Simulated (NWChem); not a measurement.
# GeH3O (SMILES [O][GeH3]) at UPBE0/DGauss-DZVP

Aim: the vertical ionisation energy of GeH3O at UPBE0/DGauss-DZVP, from 2 runs. 

The calculation is run with NWChem 7.3.0.

**1. Starting point**

GeH3O: 5 atoms, total charge 0, spin state doublet. SMILES: `[O][GeH3]`. Geometry: relaxed at PBE0-D4/def2-TZVP.

Bond lengths: O1–Ge2 1.795 Å, Ge2–H3 1.536 Å, Ge2–H4 1.536 Å, Ge2–H5 1.537 Å. Angles: O1–Ge2–H3 109.7°, O1–Ge2–H4 109.7°, O1–Ge2–H5 102.4°, H3–Ge2–H4 111.5°, H3–Ge2–H5 111.6°, H4–Ge2–H5 111.6°.

**2. The energy at UPBE0/DGauss-DZVP**

The input, geom.nw:

```
START geom
memory 2200 mb
charge 0

GEOMETRY units angstroms noautosym nocenter noautoz
 O       -1.443900       0.418600       0.777300
 Ge       0.072300      -0.056300      -0.056900
 H       -0.162200      -0.091200      -1.574700
 H        0.548000      -1.418100       0.471500
 H        1.035700       1.073400       0.341400
END

BASIS spherical bse
 * library DGauss-DZVP
END

DFT
 xc pbe0
 mult 2
 grid fine
 convergence energy 1e-08
 maxiter 100
 mulliken
 noprint "final vectors analysis"
END

TASK dft energy
```

Command:

```sh
$ nwchem geom.nw > geom.out
```

What it wrote:

```text
[...]
          Wavefunction type:  spin polarized.
          No. of atoms     :     5
          No. of electrons :    43
[...]
          Charge           :     0
          Spin multiplicity:     2
[...]
          AO basis - number of functions:    47
[...]
              XC Information
              --------------
                         PBE0 Method XC Functional
                     Hartree-Fock (Exact) Exchange  0.250
          PerdewBurkeErnzerhof Exchange Functional  0.750
            Perdew 1991 LDA Correlation Functional  1.000 local
           PerdewBurkeErnz. Correlation Functional  1.000 non-local
[...]
 d= 0,ls=0.0,diis     1  -2152.9574933568 -2.27D+03  2.61D-02  2.01D-01     1.4
[...]
 d= 0,ls=0.0,diis    13  -2153.1543450505 -5.70D-09  8.15D-08  1.57D-11    12.3
[...]
         Total DFT energy =    -2153.154345050540
      One electron energy =    -3224.027269916573
           Coulomb energy =     1045.088329455108
    Exchange-Corr. energy =      -88.125294239308
 Nuclear repulsion energy =      113.909889650234
[...]
      Total Density - Mulliken Population Analysis
     ---------------------------------------------
    Atom       Charge   Shell Charges
 -----------   ------   -------------------------------------------------------
    1 O    8     8.36   2.00  0.98  0.94  3.25  1.18  0.01
    2 Ge  32    31.93   2.00  2.00  2.00  0.89  0.39  6.00  6.01  2.21  0.16  9.90  0.36
    3 H    1     0.91   0.52  0.38
    4 H    1     0.91   0.52  0.38
    5 H    1     0.89   0.52  0.37
[...]
      <S2> =      0.7540 (Exact =     0.7500)
[...]
```

Run time: 13 s. Hardware: 1 thread of Intel Xeon Platinum 8488C (Sapphire Rapids), shared host; peak memory 0.11 GiB.

**3. The singlet cation**

The input, m1.nw:

```
start m1
title "GeH3O"
memory 2200 mb
charge 1
geometry units angstrom noautosym nocenter noautoz
O       -1.443900       0.418600       0.777300
Ge       0.072300      -0.056300      -0.056900
H       -0.162200      -0.091200      -1.574700
H        0.548000      -1.418100       0.471500
H        1.035700       1.073400       0.341400
end
basis spherical bse
* library DGauss-DZVP
end
dft
xc pbe0
grid fine
convergence energy 1e-08
maxiter 100
mulliken
noprint "final vectors analysis"
end
task dft energy
```

Command:

```sh
$ nwchem m1.nw > m1.out
```

What it wrote:

```text
[...]
          Wavefunction type:  closed shell.
          No. of atoms     :     5
          No. of electrons :    42
[...]
          Charge           :     1
          Spin multiplicity:     1
[...]
          AO basis - number of functions:    47
[...]
              XC Information
              --------------
                         PBE0 Method XC Functional
                     Hartree-Fock (Exact) Exchange  0.250
          PerdewBurkeErnzerhof Exchange Functional  0.750
            Perdew 1991 LDA Correlation Functional  1.000 local
           PerdewBurkeErnz. Correlation Functional  1.000 non-local
[...]
 d= 0,ls=0.0,diis     1  -2152.4199268548 -2.27D+03  4.57D-02  2.04D+00     1.2
[...]
 d= 0,ls=0.0,diis    11  -2152.6862516846 -9.83D-10  2.61D-06  9.55D-10     8.2
         Total DFT energy =    -2152.686251684649
      One electron energy =    -3211.522221642375
           Coulomb energy =     1032.635452288873
    Exchange-Corr. energy =      -87.709371981381
 Nuclear repulsion energy =      113.909889650234
[...]
      Total Density - Mulliken Population Analysis
     ---------------------------------------------
    Atom       Charge   Shell Charges
 -----------   ------   -------------------------------------------------------
    1 O    8     8.01   2.00  1.03  0.92  3.11  0.93  0.01
    2 Ge  32    31.82   2.00  2.00  2.00  0.97  0.35  6.00  6.01  2.22  0.04  9.90  0.33
    3 H    1     0.76   0.49  0.27
    4 H    1     0.76   0.49  0.27
    5 H    1     0.66   0.44  0.22
[...]
```

Run time: 9.3 s. Hardware: 1 thread of Intel Xeon Platinum 8488C (Sapphire Rapids), shared host; peak memory 0.11 GiB.

**4. Results**

At UPBE0/DGauss-DZVP:

| quantity | value |
| --- | --- |
| doublet GeH3O: total energy | -2153.15435 Eh |
| doublet GeH3O: dipole moment | 2.29 D |
| doublet GeH3O: ⟨S²⟩ | 0.754 |
| singlet cation: total energy | -2152.68625 Eh |
| vertical ionisation energy (to the singlet cation) | 12.737 eV |

What this shows: The vertical ionisation energy comes to 12.74 eV (294 kcal/mol). Only the singlet of the ionised species was computed; a triplet could lie lower. Mulliken charges (doublet GeH3O) run from -0.36 on O1 to +0.11 on H5.
